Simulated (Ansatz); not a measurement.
# C6H17NSi: up Jacob's ladder to CCSD(T)

Aim: compute C6H17NSi with functionals from several rungs and with coupled cluster, and see how far each lands from CCSD(T) at the basis-set limit for the atomisation energy.

Computed with Ansatz 0.2.0, Gaussian basis. Level: functionals in def2-TZVPP, the program's frozen cores in correlated methods.

The runs, in order: LDA (SPW92), PBE-D4, revPBE-D4, BLYP-D4, r2SCAN-D4, B97M-V, PBE0-D4, B3LYP-D4, r2SCANh-D4, r2SCAN0-D4, HSE06-D4, BHLYP-D4, CAM-B3LYP-D4, LC-ωPBE, ωB97X-V, ωB97M-V, B2PLYP, PBE-QIDH; CCSD(T)/def2-SVP; CCSD(T)/def2-TZVPP; MP2/def2-QZVPP; extrapolation to the limit; RPA on PBE.

### 1 Structure used throughout

All runs share one geometry, relaxed beforehand with PBE0-D4 in a triple-zeta def2 set.

SMILES `CC(C)N([SiH3])C(C)C`, 25 atoms, charge 0, spin multiplicity 1.

Atoms are counted from 1 here; the program's logs count them from 0.

Bond lengths: C1–C2 1.523 Å, C1–H9 1.093 Å, C1–H10 1.091 Å, C1–H11 1.093 Å, C2–C3 1.524 Å, C2–N4 1.462 Å, C2–H12 1.095 Å, C3–H13 1.092 Å, C3–H14 1.095 Å, C3–H15 1.093 Å, N4–Si5 1.717 Å, N4–C6 1.460 Å, Si5–H16 1.488 Å, Si5–H17 1.496 Å, Si5–H18 1.487 Å, C6–C7 1.526 Å, C6–C8 1.524 Å, C6–H19 1.097 Å and more. Angles: C2–C1–H9 110.7°, C2–C1–H10 110.7°, C2–C1–H11 111.0°, H9–C1–H10 108.0°, H9–C1–H11 107.9°, H10–C1–H11 108.5°, C1–C2–C3 111.3°, C1–C2–N4 111.7°, C1–C2–H12 107.4°, C3–C2–N4 112.2°, C3–C2–H12 107.1°, N4–C2–H12 106.9°, C2–C3–H13 111.0°, C2–C3–H14 111.0°, C2–C3–H15 110.9°, H13–C3–H14 108.0°, H13–C3–H15 108.5°, H14–C3–H15 107.3° and more.

### 2 LDA

This LDA is Slater exchange with PW92 correlation.

The input, in.yaml:

```yaml
crystal:
  periodic: [false, false, false]
  atoms:
    - {symbol: C, position_ang: [-0.736366, -1.393463, -1.659308]}
    - {symbol: C, position_ang: [0.197909, -0.914938, -0.555389]}
    - {symbol: C, position_ang: [0.769342, -2.087610, 0.231729]}
    - {symbol: N, position_ang: [-0.448291, 0.070158, 0.310307]}
    - {symbol: Si, position_ang: [-1.582826, -0.366706, 1.522906]}
    - {symbol: C, position_ang: [0.105656, 1.421108, 0.322643]}
    - {symbol: C, position_ang: [1.531192, 1.473127, 0.863635]}
    - {symbol: C, position_ang: [0.000097, 2.097352, -1.038581]}
    - {symbol: H, position_ang: [-1.600237, -1.912492, -1.236207]}
    - {symbol: H, position_ang: [-1.104589, -0.549302, -2.244732]}
    - {symbol: H, position_ang: [-0.224536, -2.086438, -2.332694]}
    - {symbol: H, position_ang: [1.041447, -0.410011, -1.036857]}
    - {symbol: H, position_ang: [1.469278, -1.741884, 0.994964]}
    - {symbol: H, position_ang: [-0.026672, -2.648885, 0.731643]}
    - {symbol: H, position_ang: [1.292570, -2.783682, -0.428771]}
    - {symbol: H, position_ang: [-2.479604, 0.797918, 1.753457]}
    - {symbol: H, position_ang: [-0.994323, -0.730754, 2.849677]}
    - {symbol: H, position_ang: [-2.377849, -1.540079, 1.072175]}
    - {symbol: H, position_ang: [-0.522350, 1.997650, 1.013159]}
    - {symbol: H, position_ang: [1.582725, 1.033241, 1.861837]}
    - {symbol: H, position_ang: [1.884648, 2.505505, 0.924594]}
    - {symbol: H, position_ang: [2.223930, 0.928004, 0.216528]}
    - {symbol: H, position_ang: [-1.034847, 2.101607, -1.385450]}
    - {symbol: H, position_ang: [0.351357, 3.130547, -0.981919]}
    - {symbol: H, position_ang: [0.609140, 1.586129, -1.789044]}
basis:
  gaussian: {orbitals: def2-TZVPP}
hamiltonian: {xc: lda}
output: {orbitals: {seedname: orbitals}}
```

Run with:

```sh
ansatz run in.yaml --threads 4 --pin off --events-out ev --progress --plain --max-ram 46080MiB --backend cuda --devices 0, --max-vram 37GiB
```

After this run come: PBE-D4 (GGA); revPBE-D4 (GGA); BLYP-D4 (GGA); r2SCAN-D4 (meta-GGA); B97M-V (meta-GGA); PBE0-D4 (hybrid); B3LYP-D4 (hybrid); r2SCANh-D4 (hybrid); r2SCAN0-D4 (hybrid); HSE06-D4 (hybrid); BHLYP-D4 (hybrid); CAM-B3LYP-D4 (range-separated); LC-ωPBE (range-separated); ωB97X-V (range-separated); ωB97M-V (range-separated); B2PLYP (double hybrid); PBE-QIDH (double hybrid); CCSD(T) in def2-SVP; CCSD(T) in def2-TZVPP; MP2 in def2-QZVPP; RPA on PBE orbitals.

Before running them: what should the planned runs give, taken together? Wanted: atomisation energy, CCSD(T)/CBS; farthest beyond LDA; mean size of error, GGA; mean size of error, meta-GGA; mean size of error, hybrid; mean size of error, range-separated; mean size of error, double hybrid; gap, smallest and largest; T1 diagnostic.

As calculated:

```
                               quantity                                                                                                     value
        atomisation energy, CCSD(T)/CBS                                                                                             9514.8 kJ/mol
 functionals within 47.6 kJ/mol (0.5 %)  BLYP-D4, r2SCAN-D4, B97M-V, PBE0-D4, B3LYP-D4, r2SCANh-D4, HSE06-D4, LC-ωPBE, ωB97X-V, ωB97M-V, PBE-QIDH
                    farthest beyond LDA                                                                                  BHLYP-D4 (-177.7 kJ/mol)
                mean size of error, GGA                                                                                               74.8 kJ/mol
           mean size of error, meta-GGA                                                                                                5.9 kJ/mol
             mean size of error, hybrid                                                                                               63.4 kJ/mol
    mean size of error, range-separated                                                                                               37.1 kJ/mol
      mean size of error, double hybrid                                                                                               69.4 kJ/mol
              gap, smallest and largest                                                                 4.69 eV (LDA (SPW92)), 11.74 eV (LC-ωPBE)
                          T1 diagnostic                                                                                                    0.0099
triples share of the correlation energy                                                                                                     3.8 %
```

In words: The LDA atomisation energy is off by 1243.3 kJ/mol (13 %): it overbinds. PBE-D4 is off by +132.5 kJ/mol. Double hybrids carry the basis error of their MP2 part in triple zeta, and no dispersion term here, so their miss is partly the set-up's. The rungs meta-GGA, range-separated miss on average by less than the doubt on the reference (47.6 kJ/mol), so they tie. Misses under about 47.6 kJ/mol are within the doubt on the reference itself, which lacks core-valence correlation, relativity and higher excitations. Hartree-Fock recovers 75 % of the binding; the rest is correlation. CCSD(T) in def2-SVP is off by -397.8 kJ/mol, so the small basis spoils what the method gains. Orbital gaps span 4.7 to 11.7 eV; exact exchange widens them.
